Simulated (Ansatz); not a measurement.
# TiH₃ (doublet): wB97X-V, wB97M-V, B2PLYP, RPA-PBE over a scan of the distance Ti1–H3, def2-SVP

How well do these functionals follow the top wave-function level for TiH₃ (doublet) over a scan of the distance Ti1–H3?

Computed with Ansatz 0.2.0, Gaussian basis. Level: def2-SVP, all electrons in the functionals, frozen cores in the correlation of double hybrids and RPA.

Plan: wB97X-V, wB97M-V, B2PLYP, RPA-PBE, at 1.592 Å; 1.731 Å; 1.935 Å; 2.389 Å; 3.248 Å; 4.708 Å.

12 further runs of the same task are left out: 12 for a known fault of the program. Runs told in other sessions of the task aren't counted.

## Step 1: The geometry

The geometry derives from a PBE0/def2-TZVP stationary point (not a proven minimum). One bond is set to the value named and the two fragments are kept rigid.

4 atoms, charge 0, spin multiplicity 2.

Atoms are counted from 1 here; the program's logs count them from 0.

Bond lengths: Ti1–H2 1.731 Å, Ti1–H3 1.731 Å, Ti1–H4 1.731 Å. Angles: H2–Ti1–H3 120.0°, H2–Ti1–H4 120.0°, H3–Ti1–H4 120.0°.

As a file:

```
Ti    0.00000    0.00000    0.00000
H     1.73117    0.01369    0.00647
H    -0.87744    1.49240   -0.00453
H    -0.85373   -1.50609   -0.00193
```

No dispersion term is added; wB97X-V, wB97M-V hold VV10 nonlocal correlation.

The geometry shown and the zero of energy belong to the point 1.731 Å. The yardstick, FCI, and other wave-function levels (R restricted, U unrestricted, valence and pair active spaces) come from earlier runs.

## Step 2: wB97X-V, 1.592 Å

in.yaml reads:

```yaml
crystal:
  periodic: [false, false, false]
  atoms:
    - {symbol: Ti, position_ang: [-0.001398, 0.002377, -0.000007]}
    - {symbol: H, position_ang: [1.729772, 0.016068, 0.006459]}
    - {symbol: H, position_ang: [-0.808266, 1.374751, -0.004176]}
    - {symbol: H, position_ang: [-0.855131, -1.503715, -0.001941]}
basis:
  gaussian: {orbitals: def2-SVP}
magnetization: {spin_polarized: true, initial_magnetization: 1}
hamiltonian: {xc: {name: wB97X-V}}
```

Command:

```
$ ansatz run in.yaml --threads 1 --pin off --events-out ev --progress --plain --max-ram 2880MiB --backend cpu
```

After this run come: wB97X-V, 1.731 Å; wB97X-V, 1.935 Å; wB97X-V, 2.389 Å; wB97X-V, 3.248 Å; wB97X-V, 4.708 Å; wB97M-V, 1.592 Å; wB97M-V, 1.731 Å; wB97M-V, 1.935 Å; wB97M-V, 2.389 Å; wB97M-V, 3.248 Å; wB97M-V, 4.708 Å; B2PLYP, 1.592 Å; B2PLYP, 1.731 Å; B2PLYP, 1.935 Å; B2PLYP, 2.389 Å; B2PLYP, 3.248 Å; B2PLYP, 4.708 Å; RPA-PBE, 1.592 Å; RPA-PBE, 1.731 Å; RPA-PBE, 1.935 Å; RPA-PBE, 2.389 Å; RPA-PBE, 3.248 Å; RPA-PBE, 4.708 Å.

**Question.** What will the summary of the whole plan be? Wanted: span of the FCI curve; largest miss, wB97X-V; largest miss, wB97M-V; largest miss, B2PLYP; largest miss, RPA-PBE.

As calculated:

```
             quantity                   value
span of the FCI curve            251.0 kJ/mol
largest miss, wB97X-V  +14.7 kJ/mol (2.389 Å)
largest miss, wB97M-V  +15.4 kJ/mol (2.389 Å)
 largest miss, B2PLYP  +10.5 kJ/mol (2.389 Å)
largest miss, RPA-PBE   -6.8 kJ/mol (2.389 Å)
```

Of the functionals, RPA-PBE keep the smallest largest miss at the points compared (at most 6.8 kJ/mol) and wB97M-V strays most (15.4 kJ/mol, at 2.389 Å). wB97X-V, wB97M-V, B2PLYP, RPA-PBE clearly break the spin symmetry at some points (⟨S²⟩ up to 1.02 above the pure value), so energy there is bought with a mixed spin. Functionals and the yardstick converge differently with the basis, so part of each miss in def2-SVP is the basis.
